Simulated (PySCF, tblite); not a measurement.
# Cl₆H₁₃In₁₀N₅S₁₂ (-2): electronic excitations

Aim: compute the electronic excitations of Cl₆H₁₃In₁₀N₅S₁₂ (-2).

Computed with tblite 0.8.0 and PySCF 2.14.0 and routines of our own; the level stands in each step. Atoms count from 0.

### Step 1. The system as given

46 atoms, charge -2, multiplicity 1; geometry from: force field, distance geometry or constructed start.

### Step 2. Relaxing the molecule with GFN2-xTB

Job settings and geometry (Å):

```
{"job": {"kind": "relax", "xc": "GFN2-xTB", "basis": "xTB"}, "charge": -2, "multiplicity": 1}
In     1.039400    -2.593200    -1.518100
In    -2.490100    -2.588800    -1.523400
In     2.800400    -1.577100     1.359700
In    -0.726900    -1.570400     1.352500
In     1.033500     3.506600    -1.513100
In     2.791900     0.457700    -1.519100
In    -0.726100     0.459900    -1.519800
In     1.037900     1.477500     1.360200
In    -2.484200     1.472700     1.358300
In    -0.729000     0.457400     4.235500
Cl     2.793100    -1.576000    -2.237400
N     -0.728700    -1.576800    -2.235300
N      1.031100    -2.590700     0.644900
Cl    -2.484700    -2.592000     0.637200
N      2.793000     0.463300     0.640100
Cl    -0.728100    -1.574200     3.521400
N     -0.725800     0.460100     0.640800
Cl     1.033400     3.504400     0.638900
N      1.033900     1.476600    -2.232800
Cl     1.037300     1.475700     3.517800
Cl    -2.489200     1.478600     3.516600
H      1.033600    -3.570400     0.986400
S     -4.500300     0.315000     0.542000
H     -5.147400     1.521500     0.226700
S      1.035000    -4.917500    -2.339000
H      1.198900    -4.504300    -3.670700
S     -2.486200    -4.917800    -2.340600
H     -3.883500    -4.911300    -2.516600
S     -2.742400     1.623000    -2.341900
H     -2.390000     1.392300    -3.679400
S      4.815500     1.623200    -2.341000
H      5.664100     0.707600    -1.698200
S      2.794200    -1.574700     3.826800
H      3.940000    -2.395900     3.884000
S      3.052400     4.674000    -2.343200
H      2.281900     5.639300    -3.018600
S      4.811100    -2.739100     0.531300
H      5.666300    -1.854000     1.220400
S     -0.981200     4.668300    -2.340000
H     -1.015400     5.527700    -1.218900
S     -0.726300     0.455900     6.707700
H     -2.001600    -0.127100     6.759200
S     -2.482000     3.804500     0.531800
H     -3.389600     4.210400     1.531100
S     -4.507400    -1.425300    -2.337500
H     -4.153700    -1.656100    -3.686200
```

Launch:

```
> OMP_NUM_THREADS=8 python large_run.py task.json out
```

The driver reads the jobs from task.json and runs them one after another.

The log of the run:

```text
step      E/eV     max force
  0   -2747.15551    5.287
  1   -2750.58955    3.493
  2   -2753.29736    1.245
  3   -2753.65713    1.175
  4   -2754.00237    0.651
  5   -2754.09283    0.553
  6   -2754.19304    0.426
  7   -2754.26818    0.564
  8   -2754.34091    0.651
  9   -2754.42399    0.673
 10   -2754.54212    0.690
 11   -2754.68063    0.688
 12   -2754.80171    0.714
 13   -2754.92176    0.703
 14   -2755.03104    0.561
 15   -2755.10548    0.521
 16   -2755.17097    0.405
 17   -2755.20791    0.330
 18   -2755.23616    0.256
 19   -2755.25923    0.300
 20   -2755.27981    0.332
 21   -2755.30265    0.446
 22   -2755.32853    0.375
 23   -2755.35249    0.261
 24   -2755.37355    0.284
 25   -2755.39020    0.262
 26   -2755.40623    0.272
 27   -2755.42581    0.216
 28   -2755.44574    0.235
 29   -2755.46108    0.220
 30   -2755.47461    0.222
 31   -2755.48986    0.215
 32   -2755.50627    0.257
 33   -2755.52313    0.292
 34   -2755.53944    0.248
 35   -2755.55640    0.246
 36   -2755.57572    0.240
 37   -2755.59173    0.310
 38   -2755.61154    0.377
 39   -2755.63027    0.300
 40   -2755.66877    0.317
 41   -2755.68221    0.339
 42   -2755.71606    0.454
 43   -2755.73101    0.296
 44   -2755.75674    0.273
 45   -2755.78784    1.007
 46   -2755.82644    0.240
 47   -2755.84603    0.232
 48   -2755.90395    0.807
 49   -2755.94516    0.412
 50   -2755.98291    0.434
 51   -2756.01682    0.396
 52   -2756.05408    0.349
 53   -2756.09316    0.397
 54   -2756.12594    0.590
 55   -2756.16331    0.385
 56   -2756.19801    0.287
 57   -2756.23138    0.290
 58   -2756.26197    0.319
 59   -2756.28887    0.312
 60   -2756.31991    0.321
 61   -2756.35369    0.353
 62   -2756.38573    0.285
 63   -2756.41081    0.335
 64   -2756.43209    0.262
 65   -2756.44605    0.575
 66   -2756.46316    0.236
 67   -2756.47635    0.214
 68   -2756.49449    0.151
 69   -2756.50156    0.145
 70   -2756.51080    0.130
 71   -2756.51665    0.134
 72   -2756.52428    0.159
 73   -2756.53208    0.237
 74   -2756.54081    0.249
 75   -2756.54851    0.188
 76   -2756.55509    0.132
 77   -2756.56060    0.125
 78   -2756.56513    0.135
 79   -2756.56874    0.113
 80   -2756.57208    0.107
 81   -2756.57533    0.088
 82   -2756.57844    0.110
 83   -2756.58152    0.113
 84   -2756.58476    0.100
 85   -2756.58816    0.104
 86   -2756.59137    0.104
 87   -2756.59412    0.114
 88   -2756.59684    0.091
 89   -2756.60002    0.087
 90   -2756.60383    0.114
 91   -2756.60694    0.113
 92   -2756.60962    0.085
 93   -2756.61240    0.076
 94   -2756.61584    0.095
 95   -2756.61909    0.093
 96   -2756.62181    0.092
 97   -2756.62410    0.091
 98   -2756.62708    0.101
 99   -2756.63117    0.116
100   -2756.63497    0.101
101   -2756.63726    0.085
102   -2756.63955    0.078
103   -2756.64176    0.104
104   -2756.64433    0.112
105   -2756.64695    0.122
106   -2756.65011    0.099
107   -2756.65301    0.089
108   -2756.65587    0.075
109   -2756.65805    0.078
110   -2756.65992    0.071
111   -2756.66143    0.114
112   -2756.66315    0.066
113   -2756.66475    0.069
114   -2756.66631    0.085
115   -2756.66792    0.078
116   -2756.67000    0.082
117   -2756.67170    0.060
118   -2756.67296    0.058
119   -2756.67409    0.064
120   -2756.67549    0.085
121   -2756.67718    0.114
122   -2756.67908    0.095
123   -2756.68120    0.100
124   -2756.68256    0.083
125   -2756.68443    0.081
126   -2756.68589    0.064
127   -2756.68710    0.055
128   -2756.68806    0.069
129   -2756.68902    0.081
130   -2756.69027    0.076
131   -2756.69204    0.094
132   -2756.69317    0.076
133   -2756.69461    0.058
134   -2756.69598    0.061
135   -2756.69746    0.081
136   -2756.69894    0.086
137   -2756.70050    0.071
138   -2756.70175    0.096
139   -2756.70284    0.061
140   -2756.70358    0.059
141   -2756.70422    0.048
142   -2756.70495    0.049
143   -2756.70557    0.052
144   -2756.70612    0.044
145   -2756.70665    0.040
146   -2756.70722    0.043
147   -2756.70775    0.034
148   -2756.70820    0.044
149   -2756.70865    0.043
150   -2756.70917    0.052
151   -2756.70983    0.056
152   -2756.71064    0.053
153   -2756.71148    0.044
154   -2756.71219    0.043
155   -2756.71280    0.037
156   -2756.71327    0.032
157   -2756.71372    0.037
158   -2756.71431    0.042
159   -2756.71511    0.054
160   -2756.71597    0.046
161   -2756.71671    0.045
162   -2756.71734    0.043
163   -2756.71794    0.056
164   -2756.71864    0.049
165   -2756.71941    0.051
166   -2756.72010    0.052
167   -2756.72091    0.050
168   -2756.72180    0.049
169   -2756.72251    0.051
170   -2756.72316    0.078
171   -2756.72381    0.043
172   -2756.72493    0.053
173   -2756.72559    0.051
174   -2756.72667    0.055
175   -2756.72770    0.058
176   -2756.72875    0.068
177   -2756.72976    0.054
178   -2756.73059    0.113
179   -2756.73182    0.062
180   -2756.73292    0.059
181   -2756.73502    0.086
182   -2756.73614    0.061
183   -2756.73765    0.088
184   -2756.73832    0.084
185   -2756.73898    0.055
186   -2756.73963    0.050
187   -2756.74128    0.059
188   -2756.74204    0.062
189   -2756.74291    0.047
190   -2756.74352    0.046
191   -2756.74418    0.045
192   -2756.74479    0.055
193   -2756.74552    0.048
194   -2756.74636    0.031
195   -2756.74691    0.036
196   -2756.74750    0.041
197   -2756.74801    0.040
198   -2756.74864    0.042
199   -2756.74940    0.046
200   -2756.75021    0.046
201   -2756.75095    0.057
202   -2756.75153    0.082
203   -2756.75232    0.051
204   -2756.75335    0.041
205   -2756.75406    0.053
206   -2756.75474    0.061
207   -2756.75533    0.053
208   -2756.75609    0.041
209   -2756.75694    0.057
210   -2756.75788    0.053
211   -2756.75876    0.063
212   -2756.75952    0.057
213   -2756.76018    0.057
214   -2756.76074    0.063
215   -2756.76124    0.050
216   -2756.76174    0.030
217   -2756.76233    0.049
218   -2756.76268    0.049
219   -2756.76339    0.040
220   -2756.76390    0.038
221   -2756.76441    0.041
222   -2756.76493    0.048
223   -2756.76552    0.046
224   -2756.76608    0.051
225   -2756.76659    0.047
226   -2756.76701    0.041
227   -2756.76733    0.032
228   -2756.76758    0.026
229   -2756.76783    0.030
230   -2756.76811    0.038
231   -2756.76843    0.042
232   -2756.76863    0.061
233   -2756.76892    0.032
234   -2756.76912    0.026
235   -2756.76949    0.031
236   -2756.76973    0.031
237   -2756.77003    0.030
238   -2756.77022    0.027
239   -2756.77043    0.034
240   -2756.77068    0.046
241   -2756.77102    0.049
242   -2756.77141    0.038
243   -2756.77179    0.027
244   -2756.77211    0.026
245   -2756.77239    0.030
246   -2756.77265    0.029
247   -2756.77292    0.029
248   -2756.77318    0.025
249   -2756.77342    0.039
250   -2756.77364    0.035
251   -2756.77391    0.037
252   -2756.77437    0.045
253   -2756.77475    0.050
254   -2756.77528    0.055
255   -2756.77577    0.061
256   -2756.77627    0.040
257   -2756.77674    0.033
258   -2756.77722    0.038
259   -2756.77769    0.041
260   -2756.77810    0.081
261   -2756.77882    0.053
262   -2756.77968    0.048
263   -2756.78034    0.047
264   -2756.78085    0.043
265   -2756.78134    0.033
266   -2756.78183    0.042
267   -2756.78225    0.049
268   -2756.78261    0.064
269   -2756.78292    0.041
270   -2756.78326    0.032
271   -2756.78375    0.043
272   -2756.78406    0.044
273   -2756.78456    0.045
274   -2756.78494    0.044
275   -2756.78528    0.033
276   -2756.78559    0.031
277   -2756.78589    0.042
278   -2756.78616    0.035
279   -2756.78641    0.029
280   -2756.78670    0.026
281   -2756.78689    0.024
282   -2756.78711    0.025
283   -2756.78734    0.024
284   -2756.78761    0.025
285   -2756.78789    0.024
286   -2756.78814    0.026
287   -2756.78834    0.022
288   -2756.78848    0.018
```

Wall time 1.7 min (8 threads of Arm Neoverse N1, shared host); peak memory 0.16 GiB.

Along the way:

```
step  energy from step 0 (eV)  largest force (eV/Å)
   0                   0.0000                5.2875
   1                  -3.4340                3.4933
   2                  -6.1418                1.2453
   3                  -6.5016                1.1749
   4                  -6.8469                0.6515
   5                  -6.9373                0.5526
   6                  -7.0375                0.4262
   7                  -7.1127                0.5632
   8                  -7.1854                0.6511
  33                  -8.3676                0.2925
  58                  -9.1065                0.3186
  83                  -9.4260                0.1130
 108                  -9.5004                0.0753
 133                  -9.5391                0.0572
 158                  -9.5588                0.0422
 183                  -9.5821                0.0872
 208                  -9.6006                0.0413
 233                  -9.6134                0.0322
 258                  -9.6217                0.0382
 284                  -9.6321                0.0253
 285                  -9.6324                0.0244
 286                  -9.6326                0.0264
 287                  -9.6328                0.0222
 288                  -9.6330                0.0180
```

Distances of close pairs at the start and the end, largest changes first:

```
    bond  before (Å)  after (Å)  change (Å)
 In9–S32       4.088      2.629      -1.459
 In3–N11       3.588      2.327      -1.261
 In7–N18       3.593      2.395      -1.198
 In5–In7       3.522      3.098      -0.424
In9–Cl20       2.158      2.514      +0.356
 In0–In3       3.522      3.181      -0.341
 In3–In6       3.517      3.184      -0.334
In1–Cl13       2.161      2.493      +0.332
```

The final coordinates are the input of the step that follows.

### Step 3. Infrared spectrum with GFN2-xTB

Job settings and geometry (Å):

```
{"job": {"kind": "ir", "xc": "GFN2-xTB", "basis": "xTB"}, "charge": -2, "multiplicity": 1}
In     1.016243    -2.860803    -1.442441
In    -2.573884    -2.692316    -1.909962
In     2.864225    -1.394534     1.407047
In    -0.811619    -1.580218     0.824557
In     1.177670     3.620903    -1.771988
In     3.125395     0.640025    -1.314741
In    -0.581228     0.442723    -1.623088
In     1.130508     1.473768     0.904367
In    -2.516116     1.533538     1.302792
In     0.016069     0.011842     4.166694
Cl     2.707504    -1.507705    -2.478785
N     -0.754385    -1.680095    -1.499570
N      1.108307    -2.572699     0.727734
Cl    -2.830533    -2.919598     0.559310
N      2.987473     0.558363     0.788006
Cl    -1.112850    -1.977254     3.221167
N     -0.757570     0.498600     0.701171
Cl     1.402661     3.897643     0.661364
N      1.173202     1.538679    -1.489770
Cl     1.069476     2.014739     3.312179
Cl    -2.154348     1.207978     3.743235
H      1.116852    -3.473598     1.211350
S     -4.675401     0.492070     1.004454
H     -4.323745    -0.264170    -0.030167
S      1.346128    -5.109155    -2.184955
H      0.063161    -5.341762    -2.407492
S     -2.490221    -4.989839    -2.667377
H     -3.773784    -4.893315    -2.950645
S     -2.599816     1.536825    -2.374417
H     -2.030303     2.726051    -2.562702
S      5.174670     1.328713    -2.341609
H      4.980749     2.606978    -2.064117
S      2.335865    -1.200160     3.921024
H      1.829687    -2.425125     4.060364
S      3.131209     4.554999    -2.845855
H      2.473315     5.689048    -2.997316
S      4.781890    -2.802935     1.014499
H      5.319651    -1.895601     0.211159
S     -0.791557     4.902828    -2.353248
H     -1.309341     4.755823    -1.137999
S     -0.169970    -0.126619     6.567199
H     -1.486881    -0.031860     6.505465
S     -2.436319     3.939116     1.036396
H     -3.448660     3.868544     0.182566
S     -4.554051    -1.669118    -2.822910
H     -4.151186    -0.411417    -2.762490
```

The log of the run:

```text
mode    cm-1     km/mol
  1       8.7      0.09
  2      20.1      0.42
  3      21.4      2.51
  4      25.8      1.06
  5      27.6      0.06
  6      29.5      0.43
  7      33.2      0.60
  8      35.2      0.98
  9      37.6      0.21
 10      39.7      0.20
 11      40.6      0.84
 12      42.4      0.14
 13      44.2      1.10
 14      45.4      1.72
 15      47.1      3.40
 16      51.0      2.81
 17      51.8      2.57
 18      52.4      5.38
 19      53.4      0.49
 20      55.3      2.10
 21      56.9      2.11
 22      58.5      1.93
 23      63.8      1.56
 24      64.4      2.35
 25      66.3      3.20
 26      67.4      0.93
 27      68.5      2.27
 28      70.0      3.61
 29      72.5      1.33
 30      75.9      2.27
 31      76.2      5.84
 32      77.0      8.75
 33      79.9      3.21
 34      82.0      3.87
 35      82.7      1.09
 36      83.9      2.60
 37      88.3      5.05
 38      88.6      2.86
 39      92.5      0.25
 40      94.4      7.18
 41      96.6      2.72
 42      98.3     11.05
 43     100.6     20.88
 44     102.2      2.15
 45     105.6      1.22
 46     108.1      6.88
 47     113.2      1.59
 48     114.4     15.20
 49     118.5     18.15
 50     120.1     10.67
 51     124.6      0.94
 52     128.4      1.39
 53     131.4      4.04
 54     133.8      4.83
 55     136.3     13.02
 56     138.9      7.01
 57     143.6     14.44
 58     146.6     22.97
 59     154.1      0.64
 60     157.6      2.35
 61     164.1     21.32
 62     178.0     15.45
 63     195.2     13.22
 64     196.8      4.07
 65     204.3     13.82
 66     212.7      2.92
 67     214.0     19.87
 68     219.3     14.49
 69     221.9     28.02
 70     223.0     17.22
 71     232.1     17.84
 72     241.5     26.79
 73     243.5     14.98
 74     248.6     23.30
 75     251.3     14.11
 76     254.8     18.44
 77     262.8     16.78
 78     267.3    276.40
 79     289.5     24.93
 80     296.7      7.77
 81     301.4      4.39
 82     304.3     15.62
 83     306.9     12.09
 84     313.3     21.35
 85     318.5     57.08
 86     321.0     81.75
 87     322.8     13.80
 88     325.1     52.31
 89     327.3     78.64
 90     328.7     23.21
 91     329.9      8.84
 92     330.8      7.85
 93     348.2     70.24
 94     351.2     54.81
 95     368.0     30.82
 96     401.8    112.07
 97     423.0      4.11
 98     438.7    139.78
 99     442.5      6.14
100     447.1    178.08
101     453.4    297.80
102     472.4    228.83
103     489.5    149.44
104     509.6    151.84
105     517.8     20.26
106     540.4    169.22
107     575.1      8.34
108     591.3     55.63
109     598.2     19.18
110     598.9     64.86
111     601.3      6.52
112     605.4      3.25
113     607.6     34.83
114     612.1     53.81
115     612.6     26.32
116     616.8     22.79
117     632.6     34.24
118     761.6     59.59
119     773.1     50.17
120    2308.1     10.70
121    2351.6     11.64
122    2355.1     66.92
123    2379.5     82.84
124    2408.8     94.39
125    2415.0     60.76
126    2444.0     86.21
127    2453.5     96.90
128    2455.2     76.18
129    2457.0     46.16
130    2471.5     79.97
131    2487.8     71.17
132    3219.5     11.65
```

Wall time 76 s (8 threads of Arm Neoverse N1, shared host); peak memory 0.16 GiB.

Which atoms move in the most intense modes:

```
cm⁻¹  km/mol                                   atoms
 267   276.4                                N16 56 %
 439   139.8            N18 44 %, N14 31 %, H33 11 %
 447   178.1                      N11 45 %, N16 31 %
 453   297.8  N11 31 %, N16 23 %, N14 20 %, N18 14 %
 472   228.8                      N11 56 %, N16 32 %
 490   149.4                      N16 64 %, N11 24 %
 510   151.8                                N18 85 %
 540   169.2                                N14 86 %
```

[end of part 1 of 2]
